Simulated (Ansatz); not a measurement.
Born–Oppenheimer molecular dynamics of a periodic cell of 20 atoms, AlW8C8Cl3 (surface WC(001), adsorbate AlCl3). It goes on from the last frame of an earlier run, with new velocities.

Method: DFT PBEsol, scalar-relativistic, plane waves, PAW (Ansatz 0.2.0). Settings: accuracy low, PAW set soft_1, cutoff 420 eV, k mesh 3x3x1, fermi-dirac smearing 0.05 eV, no spin polarisation.

```json
{"ensemble": "NVE (velocity Verlet)", "time step": "1 fs", "steps asked": "120", "starting velocities drawn for": "1350 K", "atoms held": "1, 5, 9, 13", "seed": "655455"}
```

First frame:

```xyz
20
Lattice="5.6930 0.0000 0.0000 -2.8465 4.9302 0.0000 0.0000 0.0000 17.1931" Properties=species:S:1:pos:R:3
W 0.000 0.000 1.000
C 1.472 0.881 2.332
W 0.063 0.043 3.812
C 1.570 0.802 5.153
W -1.423 2.465 1.000
C 0.090 3.173 2.417
W -1.289 2.486 3.836
C 0.135 3.141 5.137
W 2.846 0.000 1.000
C 4.301 0.851 2.299
W 2.927 0.008 3.813
C 4.276 0.860 4.950
W 1.423 2.465 1.000
C 2.909 3.267 2.337
W 1.520 2.447 3.839
C 2.966 3.388 5.153
Al 2.805 1.500 6.357
Cl 3.354 0.709 8.315
Cl 6.267 2.830 6.915
Cl 3.564 3.678 6.780
```

(1) What does the run give?

(2) What happens to the structure?

(3) How do temperature and energy run in time?

Answers

(1) All steps were run.

- steps done: 120
- time covered: 120 fs
- mean temperature over the second half: 978 K
- spread of the potential energy over the second half: 14.1 meV per atom
- mean potential energy of the second half above the start: 38.5 meV per atom

The conserved energy stayed within 0.18 meV per atom of its start (net change 0.14 meV per atom), so the integration is sound. A run of 0.12 ps of so small a system gives no equilibrium averages. Limits of this set-up: coarse k mesh, thin slab, slab without dipole correction, no dispersion correction for a molecule that may bind weakly, PAW files made for another functional, low accuracy level.

(2) Mean squared displacements from the first frame to the last: W 0.01 Å², C 0.04 Å², Al 0.15 Å², Cl 0.77 Å². The details hang on the random start.

(3) 
```
time (fs)  T (K)  potential energy less start (eV)  conserved less start (meV/atom)
        0   1350                             0.000                             0.00
        6   1110                             0.498                             0.06
       12    817                             1.105                             0.13
       18    833                             1.073                             0.13
       24   1125                             0.465                             0.02
       30   1162                             0.389                            -0.01
       36    832                             1.074                             0.13
       42    769                             1.205                             0.15
       48   1057                             0.605                             0.01
       54   1113                             0.491                             0.04
       60   1000                             0.726                             0.13
       66   1097                             0.524                             0.07
       72   1179                             0.354                             0.02
       78   1011                             0.703                             0.09
       84    825                             1.087                             0.11
       90    769                             1.204                             0.11
       96    869                             0.997                             0.11
      102   1088                             0.543                             0.05
      108   1131                             0.454                             0.01
      114    897                             0.938                             0.12
      120    883                             0.968                             0.14
```

The run took 18 min on 2 threads of Arm Neoverse V2, on a shared host, peak memory 1.2 GiB.
